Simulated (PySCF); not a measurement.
**[Eu(OH)2]+: other functionals and bases at one geometry**

An exercise on one series of results from a longer session: the logs are not shown, and one member is left open.

Program: PySCF 2.14.0. Level of theory: several levels, as the steps say, no spin–orbit coupling. These are calculated values, not measurements.

1 further run of the same task is left out (for a known fault of the program).

**The system as given**

5 atoms, charge 1, spin multiplicity 1.

Bond lengths: Eu1–O2 1.985 Å, Eu1–O4 1.985 Å, O2–H3 0.963 Å, O4–H5 0.963 Å. Angles: O2–Eu1–O4 111.3°, Eu1–O2–H3 166.7°, Eu1–O4–H5 166.7°.

As a file:

```
Eu    0.00000    0.00000   -0.60569
O     1.63841   -0.03388    0.51461
H     2.28763   -0.04786    1.22597
O    -1.63841    0.03388    0.51461
H    -2.28763    0.04786    1.22597
```

Formal oxidation states: Eu +3. Each metal's 6 4f electrons lie in its core potential, so multiplicities, spins and levels count the valence alone. An earlier session relaxed this geometry at PBE0, Eu lcecp-1-SVP with ECP52, O def2-SVP, H def2-SVP (singlet, point group C2v).

At PBE0 on the finer grid: E = -186.570723 Eh, HOMO -13.52 eV, LUMO -6.83 eV, Mulliken charge on Eu1 +1.40 e, largest force component 0.018 eV/Å. 

Levels to run: CAM-B3LYP; TPSS; PBE0, TZVP. Hardware: 2 threads of Arm Neoverse V1, shared host.

The first run:

run.py (the lines that set the calculation)

```python
mol = gto.M(atom='''
Eu     0.00000     0.00000    -0.60569
O      1.63841    -0.03388     0.51461
H      2.28763    -0.04786     1.22597
O     -1.63841     0.03388     0.51461
H     -2.28763     0.04786     1.22597''',
    basis={'Eu': 'lcecp-1-SVP', 'O': 'def2-SVP', 'H': 'def2-SVP'},
    ecp={'Eu': 'lcecp-1-SVP'},
    charge=1, spin=0)
mf = dft.RKS(mol, xc='CAMB3LYP')
mf.grids.atom_grid = (75, 302)  # f atoms: unpruned, at least (60, 302)
mf = mf.density_fit()  # fitting sets: Eu AutoAux, O def2-universal-JKFIT, H def2-universal-JKFIT
mf.conv_tol = 1e-08; mf.max_cycle = 55
mf.kernel(dm0)  # dm0: the density of the relaxed state
```

The run is started by

```
> OMP_NUM_THREADS=2 python run.py
```

Steps of the session up to this table: CAM-B3LYP; TPSS; PBE0, TZVP.

One table of the session follows, with a row left open; its other results are not shown here.

| level | HOMO (eV) | gap (eV) | charge on Eu1 (e) | dipole (D) | largest force component (eV/Å) |
| --- | --- | --- | --- | --- | --- |
| PBE0 (relaxed here) | -13.52 | 6.69 | 1.40 | 2.59 | 0.02 |
| CAM-B3LYP | -14.92 | 8.77 | 1.38 | 2.71 | 0.19 |
| TPSS | ? | ? | ? | ? | ? |
| PBE0, TZVP | -13.58 | 6.77 | 1.76 | 2.80 | 0.17 |

Estimate the missing values for TPSS.

As computed: HOMO (eV): -11.97; gap (eV): 4.64; charge on Eu1 (e): 1.32; dipole (D): 2.33; largest force component (eV/Å): 0.52. In the column «HOMO (eV)» it is the highest.

The dipole of a charged species depends on the origin, so these sizes hold for this origin alone.

In one basis the HOMO–LUMO gap runs from 4.64 eV (TPSS) to 8.77 eV (CAM-B3LYP). The largest leftover force, 0.52 eV/Å with TPSS, stands at a geometry relaxed at another level. With 4f in the core, its levels are missing from HOMO and gap, and its count is fixed, so no charge can pass from the ligands into it. Total energies of different levels can't be compared.
